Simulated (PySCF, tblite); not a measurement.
# C₆H₁₆N₂Si: geometry, infrared bands and NMR shifts

Wanted: the infrared bands and NMR shifts of C₆H₁₆N₂Si (`CN1CCCN1[SiH](C)C`), by calculation.

Computed with tblite 0.8.0 and PySCF 2.14.0, with density-fitted response routines of our own, on a single molecule in the gas phase. Atoms count from 0, in the outputs and in this text.

## 1. Starting geometry

25 atoms, charge 0, multiplicity 1; geometry from: force field or distance geometry start.

Bonds of the start (Å): C0–N1 1.47, N1–C2 1.42, C2–C3 1.50, C3–C4 1.51, C4–N5 1.43, N5–Si6 1.77, Si6–C7 1.88, Si6–C8 1.85, N5–N1 1.38, C0–H9 1.13, C0–H10 1.11, C0–H11 1.09, C2–H12 1.13, C2–H13 1.11, C3–H14 1.11, C3–H15 1.11, C4–H16 1.10, C4–H17 1.12, Si6–H18 1.47, C7–H19 1.12, C7–H20 1.11, C7–H21 1.10, C8–H22 1.12, C8–H23 1.10, C8–H24 1.12.

## 2. Relaxing the molecule with GFN2-xTB

What the job is given:

```
{"job": {"kind": "relax", "xc": "GFN2-xTB", "basis": "xTB"}, "charge": 0, "multiplicity": 1}
C     -1.635000     0.371100     1.794300
N     -1.064000     0.569600     0.459600
C     -2.146600     0.525700    -0.453500
C     -1.924800    -0.567800    -1.449700
C     -0.621700    -1.160700    -0.979500
N     -0.145900    -0.404300     0.134400
Si     1.481000     0.175900    -0.263900
C      2.769900    -1.178300    -0.060500
C      2.055600     1.635100     0.718100
H     -2.559600    -0.268400     1.697000
H     -1.928500     1.371000     2.183300
H     -0.977900    -0.156900     2.488600
H     -3.100400     0.275400     0.100300
H     -2.345300     1.476700    -0.980300
H     -1.817400    -0.101400    -2.450600
H     -2.704800    -1.354600    -1.419100
H     -0.677800    -2.221400    -0.696600
H      0.092500    -1.024300    -1.837400
H      1.492300     0.580600    -1.677400
H      3.431700    -0.882500     0.791700
H      3.380200    -1.267500    -0.980500
H      2.301100    -2.135200     0.224100
H      2.589900     1.297400     1.638900
H      1.209600     2.313500     0.922300
H      2.835000     2.155300     0.105500
```

On the command line:

```bash
$ OMP_NUM_THREADS=1 python probes_run.py task.json out
```

One launch serves the whole session: the jobs run in the order shown.

Output:

```text
step      E/eV     max force
  0    -776.40969    2.692
  1    -776.75719    0.788
  2    -776.84554    0.797
  3    -776.94361    0.671
  4    -777.03067    0.577
  5    -777.10465    0.513
  6    -777.14337    0.382
  7    -777.17688    0.406
  8    -777.20717    0.399
  9    -777.23507    0.377
 10    -777.26003    0.334
 11    -777.28507    0.340
 12    -777.31151    0.349
 13    -777.33697    0.407
 14    -777.35781    0.291
 15    -777.37585    0.303
 16    -777.39466    0.310
 17    -777.41588    0.440
 18    -777.43834    0.377
 19    -777.46133    0.300
 20    -777.48478    0.346
 21    -777.50651    0.464
 22    -777.52466    0.460
 23    -777.53773    0.236
 24    -777.54619    0.174
 25    -777.55293    0.219
 26    -777.55918    0.288
 27    -777.56537    0.241
 28    -777.57199    0.234
 29    -777.57805    0.208
 30    -777.58222    0.154
 31    -777.58453    0.134
 32    -777.58643    0.101
 33    -777.58838    0.097
 34    -777.59110    0.141
 35    -777.59315    0.121
 36    -777.59533    0.092
 37    -777.59716    0.089
 38    -777.59889    0.099
 39    -777.60031    0.085
 40    -777.60142    0.071
 41    -777.60238    0.066
 42    -777.60354    0.104
 43    -777.60504    0.118
 44    -777.60676    0.090
 45    -777.60856    0.099
 46    -777.61031    0.110
 47    -777.61187    0.117
 48    -777.61320    0.097
 49    -777.61431    0.081
 50    -777.61533    0.093
 51    -777.61644    0.109
 52    -777.61763    0.104
 53    -777.61881    0.085
 54    -777.62006    0.083
 55    -777.62159    0.113
 56    -777.62342    0.136
 57    -777.62513    0.098
 58    -777.62643    0.074
 59    -777.62745    0.058
 60    -777.62827    0.076
 61    -777.62888    0.056
 62    -777.62933    0.051
 63    -777.62972    0.055
 64    -777.63014    0.073
 65    -777.63066    0.057
 66    -777.63097    0.040
 67    -777.63137    0.055
 68    -777.63191    0.076
 69    -777.63279    0.083
 70    -777.63401    0.080
 71    -777.63557    0.101
 72    -777.63733    0.093
 73    -777.63901    0.095
 74    -777.64034    0.091
 75    -777.64120    0.063
 76    -777.64184    0.083
 77    -777.64238    0.066
 78    -777.64310    0.051
 79    -777.64354    0.045
 80    -777.64425    0.059
 81    -777.64483    0.057
 82    -777.64550    0.055
 83    -777.64613    0.050
 84    -777.64679    0.054
 85    -777.64750    0.056
 86    -777.64838    0.068
 87    -777.64941    0.061
 88    -777.65046    0.064
 89    -777.65123    0.051
 90    -777.65171    0.048
 91    -777.65209    0.042
 92    -777.65239    0.040
 93    -777.65267    0.035
 94    -777.65295    0.034
 95    -777.65324    0.037
 96    -777.65357    0.036
 97    -777.65394    0.039
 98    -777.65432    0.039
 99    -777.65466    0.041
100    -777.65493    0.032
101    -777.65514    0.026
102    -777.65531    0.026
103    -777.65547    0.023
104    -777.65560    0.021
105    -777.65571    0.019
106    -777.65580    0.022
107    -777.65591    0.027
108    -777.65606    0.029
109    -777.65627    0.049
110    -777.65656    0.042
111    -777.65688    0.049
112    -777.65715    0.028
113    -777.65734    0.028
114    -777.65747    0.025
115    -777.65760    0.025
116    -777.65776    0.027
117    -777.65788    0.020
118    -777.65795    0.012
119    -777.65798    0.012
120    -777.65801    0.014
121    -777.65805    0.016
122    -777.65810    0.016
123    -777.65815    0.018
124    -777.65821    0.017
125    -777.65829    0.019
126    -777.65840    0.026
127    -777.65855    0.027
128    -777.65874    0.031
129    -777.65901    0.036
130    -777.65938    0.041
131    -777.65992    0.054
132    -777.66063    0.055
133    -777.66144    0.060
134    -777.66225    0.049
135    -777.66207    0.128
136    -777.66316    0.042
137    -777.66344    0.036
138    -777.66386    0.051
139    -777.66406    0.029
140    -777.66449    0.032
141    -777.66482    0.025
142    -777.66503    0.024
143    -777.66521    0.027
144    -777.66543    0.035
145    -777.66550    0.049
146    -777.66570    0.026
147    -777.66583    0.022
148    -777.66609    0.028
149    -777.66634    0.035
150    -777.66662    0.043
151    -777.66691    0.032
152    -777.66737    0.037
153    -777.66776    0.051
154    -777.66808    0.074
155    -777.66868    0.060
156    -777.66928    0.058
157    -777.66986    0.209
158    -777.67104    0.111
159    -777.67210    0.062
160    -777.67330    0.096
161    -777.67448    0.110
162    -777.67650    0.051
163    -777.67690    0.134
164    -777.67774    0.058
165    -777.67871    0.055
166    -777.67943    0.050
167    -777.67993    0.053
168    -777.68036    0.054
169    -777.68067    0.035
170    -777.68081    0.035
171    -777.68100    0.026
172    -777.68111    0.026
173    -777.68118    0.020
174    -777.68125    0.023
175    -777.68133    0.024
176    -777.68144    0.037
177    -777.68158    0.027
178    -777.68177    0.032
179    -777.68207    0.031
180    -777.68247    0.036
181    -777.68292    0.041
182    -777.68322    0.079
183    -777.68371    0.043
184    -777.68411    0.041
185    -777.68507    0.073
186    -777.68529    0.042
187    -777.68566    0.036
188    -777.68602    0.066
189    -777.68624    0.032
190    -777.68647    0.029
191    -777.68677    0.023
192    -777.68688    0.021
193    -777.68702    0.018
194    -777.68712    0.021
195    -777.68721    0.025
196    -777.68730    0.026
197    -777.68738    0.021
198    -777.68747    0.015
199    -777.68754    0.017
200    -777.68759    0.018
201    -777.68763    0.013
202    -777.68766    0.010
```

It took 2 s on 1 thread of Intel Xeon 6975P-C, shared host.

Relaxation path: (not every step is listed)

| step | energy from step 0 (eV) | largest force (eV/Å) |
| --- | --- | --- |
| 0 | 0.0000 | 2.6921 |
| 1 | -0.3475 | 0.7883 |
| 2 | -0.4359 | 0.7969 |
| 3 | -0.5339 | 0.6713 |
| 4 | -0.6210 | 0.5775 |
| 5 | -0.6950 | 0.5130 |
| 6 | -0.7337 | 0.3822 |
| 7 | -0.7672 | 0.4057 |
| 8 | -0.7975 | 0.3988 |
| 26 | -1.1495 | 0.2885 |
| 44 | -1.1971 | 0.0900 |
| 62 | -1.2196 | 0.0510 |
| 80 | -1.2346 | 0.0594 |
| 98 | -1.2446 | 0.0390 |
| 116 | -1.2481 | 0.0270 |
| 134 | -1.2526 | 0.0492 |
| 152 | -1.2577 | 0.0375 |
| 170 | -1.2711 | 0.0354 |
| 188 | -1.2763 | 0.0662 |
| 197 | -1.2777 | 0.0213 |
| 198 | -1.2778 | 0.0152 |
| 199 | -1.2779 | 0.0165 |
| 200 | -1.2779 | 0.0178 |
| 201 | -1.2779 | 0.0129 |
| 202 | -1.2780 | 0.0097 |

Close pairs (by a distance rule), those that changed most:

| bond | before (Å) | after (Å) | change (Å) |
| --- | --- | --- | --- |
| C2–C3 | 1.496 | 1.543 | +0.047 |
| N5–Si6 | 1.773 | 1.727 | -0.046 |
| Si6–C8 | 1.850 | 1.894 | +0.043 |
| C2–H12 | 1.131 | 1.089 | -0.042 |
| N1–N5 | 1.377 | 1.419 | +0.041 |
| N1–C2 | 1.417 | 1.454 | +0.037 |
| C4–H17 | 1.125 | 1.089 | -0.036 |
| C8–H24 | 1.120 | 1.085 | -0.035 |

The final coordinates are the input of the step that follows.

## 3. Harmonic vibrations with GFN2-xTB

What the job is given:

```
{"job": {"kind": "ir", "xc": "GFN2-xTB", "basis": "xTB"}, "charge": 0, "multiplicity": 1}
C     -1.593651     0.331212     1.684296
N     -1.013758     0.696203     0.401363
C     -1.972418     0.678287    -0.692018
C     -2.018909    -0.783512    -1.183556
C     -0.681986    -1.352565    -0.673904
N     -0.026005    -0.242543     0.006692
Si     1.523407     0.392558    -0.415488
C      2.723657    -1.081189    -0.418060
C      1.957454     1.652300     0.929904
H     -2.143167    -0.617875     1.668800
H     -2.268595     1.127806     1.994098
H     -0.783102     0.256051     2.405763
H     -2.942109     1.053348    -0.368619
H     -1.579643     1.328688    -1.478383
H     -2.101010    -0.839197    -2.266637
H     -2.864485    -1.315280    -0.747648
H     -0.846944    -2.175723     0.031012
H     -0.051111    -1.718161    -1.482120
H      1.599108     1.047236    -1.742674
H      2.642358    -1.663563     0.494359
H      3.750004    -0.740268    -0.501577
H      2.535455    -1.750183    -1.251601
H      2.046452     1.183630     1.904684
H      1.195609     2.419966     1.001051
H      2.902456     2.136917     0.709400
```

Output:

```text
mode    cm-1     km/mol
  1      32.4      0.05
  2      48.8      0.49
  3      96.1      0.07
  4     104.7      0.01
  5     112.6      0.30
  6     126.8      0.60
  7     163.5      0.79
  8     187.7      0.07
  9     201.3      1.47
 10     220.8     10.99
 11     246.9      4.92
 12     379.0      2.67
 13     427.8      4.42
 14     549.5     38.67
 15     646.8     88.78
 16     647.7     74.56
 17     668.6      5.42
 18     698.8     39.19
 19     762.8      5.75
 20     765.3      3.65
 21     800.7      0.47
 22     814.3      7.55
 23     834.9    116.28
 24     845.1    211.04
 25     863.3    177.11
 26     910.7     10.87
 27     931.9     32.46
 28     966.0      3.79
 29    1017.1     11.73
 30    1044.9      8.59
 31    1072.8     10.82
 32    1092.0     58.39
 33    1121.1      1.38
 34    1156.1     32.84
 35    1184.6      4.89
 36    1194.3      9.67
 37    1230.7     10.31
 38    1237.4     36.48
 39    1276.8      0.96
 40    1289.4      3.41
 41    1297.2     16.61
 42    1372.6     13.86
 43    1376.3     10.93
 44    1396.8      0.44
 45    1468.8      0.66
 46    1478.5      1.92
 47    1484.3      4.16
 48    1490.0      0.09
 49    1490.6      0.33
 50    1491.9      0.33
 51    1495.0      0.82
 52    1500.0      0.39
 53    1507.1      0.66
 54    2091.3    372.97
 55    2898.0      6.90
 56    2905.6    111.81
 57    2955.3     35.51
 58    2993.4     45.38
 59    3000.2     23.52
 60    3007.7     27.39
 61    3014.5     79.09
 62    3022.0     43.10
 63    3037.2     22.92
 64    3042.5     11.95
 65    3045.7     25.12
 66    3046.9     66.68
 67    3054.1      5.38
 68    3057.2     57.45
 69    3066.0     29.05
```

It took 1.4 s on 1 thread of Intel Xeon 6975P-C, shared host.

The strongest bands and the atoms that carry them (share of the mass-weighted mode):

| cm⁻¹ | km/mol | atoms |
| --- | --- | --- |
| 647 | 88.8 | H18 81 % |
| 648 | 74.6 | H18 77 % |
| 835 | 116.3 | H22 23 %, H19 17 %, H21 17 % |
| 845 | 211.0 | Si6 26 %, H23 23 %, H21 13 %, C8 12 % |
| 863 | 177.1 | H24 19 %, H20 17 %, Si6 12 % |
| 2091 | 373.0 | H18 97 % |
| 2906 | 111.8 | H9 65 %, H16 27 % |
| 3014 | 79.1 | H10 76 %, H12 16 % |

## 4. NMR shieldings: PBE0/pcSseg-1

Same as in step 3 but for these lines:

```diff
@@ -1,2 +1,2 @@
-{"job": {"kind": "ir", "xc": "GFN2-xTB", "basis": "xTB"}, "charge": 0, "multiplicity": 1}
+{"job": {"kind": "nmr", "xc": "PBE0", "basis": "pcSseg-1"}, "charge": 0, "multiplicity": 1}
 C     -1.593651     0.331212     1.684296
```

With the program's defaults for keys left out, this is: GIAO PBE0/pcSseg-1 NMR shielding, non-relativistic, gas phase.

Output:

```text
coarse grid: 20184 points
cycle   1  E = -636.5441993038  dE =  8.920e-01  |g| = 5.372e-01  |ddm| = 4.367e+00
cycle   2  E = -636.5363519469  dE =  7.847e-03  |g| = 5.677e-01  |ddm| = 1.014e+00
cycle   3  E = -636.6176162944  dE = -8.126e-02  |g| = 6.657e-02  |ddm| = 5.665e-01
cycle   4  E = -636.6183070101  dE = -6.907e-04  |g| = 3.230e-02  |ddm| = 8.823e-02
cycle   5  E = -636.6185129976  dE = -2.060e-04  |g| = 8.361e-03  |ddm| = 3.657e-02
cycle   6  E = -636.6185278394  dE = -1.484e-05  |g| = 9.848e-04  |ddm| = 8.867e-03
cycle   7  E = -636.6185280686  dE = -2.293e-07  |g| = 2.718e-04  |ddm| = 1.667e-03
final grid: 187112 points
cycle   8  E = -636.6691969617  dE = -5.238e-05  |g| = 1.019e-02  |ddm| = 3.353e-02
cycle   9  E = -636.6691872692  dE =  9.692e-06  |g| = 1.204e-02  |ddm| = 2.129e-02
cycle  10  E = -636.6692234012  dE = -3.613e-05  |g| = 1.032e-03  |ddm| = 1.197e-02
cycle  11  E = -636.6692235993  dE = -1.981e-07  |g| = 3.543e-04  |ddm| = 1.323e-03
cycle  12  E = -636.6692236252  dE = -2.592e-08  |g| = 6.400e-05  |ddm| = 3.634e-04
cycle  13  E = -636.6692236260  dE = -7.892e-10  |g| = 2.413e-05  |ddm| = 1.010e-04
converged SCF energy = -636.6692236260

GIAO shielding tensors (ppm)
atom      isotropic    diamagn.    paramagn.     s11        s22        s33       span
  0 C      141.419     247.906    -106.487    102.270    135.912    186.077     83.807
  1 N      159.898     318.501    -158.603     92.149    145.956    241.591    149.442
  2 C      130.341     248.215    -117.874     97.441    121.759    171.823     74.383
  3 C      158.489     253.474     -94.985    116.714    174.213    184.539     67.826
  4 C      142.234     245.908    -103.674    103.599    147.371    175.731     72.132
  5 N      157.152     328.698    -171.546     83.327    140.228    247.901    164.574
  6 Si     364.946     883.254    -518.309    313.383    371.079    410.374     96.992
  7 C      188.099     255.379     -67.280    180.485    189.923    193.888     13.403
  8 C      188.202     255.006     -66.804    180.338    190.054    194.213     13.876
  9 H       29.139      31.803      -2.663     24.257     27.166     35.995     11.738
 10 H       29.427      30.665      -1.238     25.119     26.185     36.977     11.859
 11 H       29.377      32.298      -2.921     24.324     28.544     35.263     10.939
 12 H       29.007      31.258      -2.251     24.499     27.100     35.422     10.923
 13 H       28.897      31.668      -2.772     23.352     27.551     35.787     12.435
 14 H       29.823      30.744      -0.920     24.962     27.255     37.253     12.290
 15 H       29.503      31.157      -1.654     25.290     26.469     36.752     11.462
 16 H       28.234      32.076      -3.842     23.113     26.248     35.340     12.226
 17 H       28.843      32.677      -3.834     22.454     29.808     34.266     11.812
 18 H       26.786      31.445      -4.659     23.020     25.422     31.915      8.896
 19 H       31.589      32.830      -1.241     27.627     29.615     37.525      9.898
 20 H       31.810      29.426       2.385     26.951     28.905     39.575     12.624
 21 H       31.554      32.089      -0.535     26.621     30.119     37.923     11.303
 22 H       31.527      32.800      -1.273     27.874     29.343     37.363      9.489
 23 H       30.833      33.042      -2.209     25.363     30.443     36.693     11.329
 24 H       31.967      29.708       2.259     27.345     28.566     39.991     12.646
```

Run time: 51 s. Hardware: 1 thread of Intel Xeon 6975P-C, shared host; peak memory 1.1 GiB.

Shifts follow as δ = σ(reference) − σ, with reference shieldings (ppm) from runs at the same level and on the same kind of geometry: 1H TMS 31.72, 13C TMS 186.9, 29Si TMS 349.2, 15N NH3 267.7. The references are single molecules in the gas phase, so shifts against H2O, NH3, PH3, H3PO4 or CFCl3 are not on the usual liquid scales and can be off by tens of ppm. Atoms listed in one row are averaged.

| atoms | environment | σ (ppm) | δ (ppm) | δ scaled to CDCl3 |
| --- | --- | --- | --- | --- |
| C2 | sp3 CH2 bonded to N | 130.3 | 56.6 | 53.3 |
| C0 | methyl carbon bonded to N | 141.4 | 45.5 | 42.5 |
| C4 | sp3 CH2 bonded to N | 142.2 | 44.7 | 41.7 |
| C3 | sp3 CH2 in a ring | 158.5 | 28.4 | 25.8 |
| C7, C8 | methyl carbon bonded to Si | 188.2 | -1.2 | -3.1 |
| H18 | hydrogen on a silicon bonded to 2 C, N | 26.79 | 4.93 | – |
| H16, H17 | hydrogen on an sp3 CH2 bonded to N | 28.54 | 3.18 | 3.10 |
| H12, H13 | hydrogen on an sp3 CH2 bonded to N | 28.95 | 2.77 | 2.71 |
| H9, H10, H11 | hydrogen on a methyl carbon bonded to N | 29.31 | 2.40 | 2.37 |
| H14, H15 | hydrogen on an sp3 CH2 in a ring | 29.66 | 2.05 | 2.04 |
| H19, H20, H21, H22, H23, H24 | hydrogen on a methyl carbon bonded to Si | 31.55 | 0.17 | 0.27 |
| N5 | nitrogen bonded to C, N, Si, in a 5-membered ring | 157.2 | 110.6 | – |
| N1 | nitrogen bonded to 2 C, N, in a 5-membered ring | 159.9 | 107.8 | – |
| Si6 | silicon bonded to 2 C, N, H | 364.9 | -15.8 | – |

The scaled column applies a straight-line fit of computed shieldings to shifts measured in CDCl3 (root-mean-square error 0.16 ppm for H, 1.9 ppm for C).

The run also stored atomic charges by several schemes (e):

| atoms | Mulliken | IAO | Hirshfeld | ESP fit |
| --- | --- | --- | --- | --- |
| C0 | -0.06 | -0.31 | -0.08 | -0.49 |
| N1 | -0.41 | -0.17 | -0.05 | -0.21 |
| C2 | 0.00 | -0.16 | -0.03 | -0.11 |
| C3 | -0.29 | -0.30 | -0.08 | -0.13 |
| C4 | 0.04 | -0.17 | -0.03 | -0.06 |
| N5 | -0.64 | -0.45 | -0.14 | -0.22 |
| Si6 | 0.92 | 1.05 | 0.39 | 0.89 |
| C7, C8 | -0.63 | -0.73 | -0.22 | -0.81 |

Mayer bond orders: C0–N1 0.95, N1–C2 0.95, C2–C3 1.02, C3–C4 1.02, C4–N5 0.92, N5–Si6 0.90, Si6–C7 0.94, Si6–C8 0.96, N5–N1 0.97.

Ring of atoms N1, C2, C3, C4, N5: NICS(0) -8.1, NICS(1) -4.0, NICS(1)zz -9.1 ppm (means of both faces).

## 5. Outcome

```
                                                               quantity                                   value
                              strongest single infrared mode (GFN2-xTB)                   2091 cm⁻¹, 373 km/mol
                                           zero-point energy (GFN2-xTB)                          134.5 kcal/mol
13C shifts against TMS (PBE0/pcSseg-1, means over atoms taken as alike)        56.6, 45.5, 44.7, 28.4, -1.2 ppm
 1H shifts against TMS (PBE0/pcSseg-1, means over atoms taken as alike)  4.93, 3.18, 2.77, 2.40, 2.05, 0.17 ppm
                                 15N shifts against NH3 (PBE0/pcSseg-1)                        110.6, 107.8 ppm
                                29Si shifts against TMS (PBE0/pcSseg-1)                               -15.8 ppm
```

In words: Relaxing lowered the energy by 1.278 eV in 202 steps; the close pair that moved most is C2–C3, from 1.496 to 1.543 Å. All 69 modes are real, so the xTB geometry is a minimum. The strongest single mode, at 2091 cm⁻¹, moves mainly H18. GFN2-xTB is a fitted tight-binding method: band positions and strengths are rough. Its intensities can rank the bands wrongly. At PBE0/pcSseg-1: The largest span, 165 ppm, is at N5, where the paramagnetic term is -172 ppm.
